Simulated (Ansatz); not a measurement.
# GaGe: equation of state with PBE

The system is GaGe.

```
Ge Ga
1.0
     0.00000    2.89784    2.89784
     2.89784    0.00000    2.89784
     2.89784    2.89784    0.00000
Ge Ga
1 1
Direct
  0.00000 0.00000 0.00000
  0.25000 0.25000 0.25000
```

The cell comes from a database or a generator and needn't be the stable form of this composition.

* Program: Ansatz 0.2.0
* Task: equation of state
* Functional: PBE
* Potentials or basis: PseudoDojo stringent
* Cutoff: 1687 eV
* Density cutoff: 6748 eV
* k mesh: 8 × 8 × 8
* Occupations: fermi-dirac, width 0.05 eV
* Spin: no spin polarisation

```yaml
Equilibrium_volume: 24.46 Å³/atom
Bulk_modulus: 48 GPa
Pressure_derivative_of_the_bulk_modulus: 4.7
```

Energy against volume, from the lowest point:
```
volume (Å³/atom)  energy (meV/atom)
          22.875              17.47
          23.361               8.00
          23.848               2.31
          24.335               0.00
          24.821               0.71
          25.308               4.10
          25.795               9.89
```

All runs of the series together: 61 s on 2 threads of Arm Neoverse V2, on a shared host.
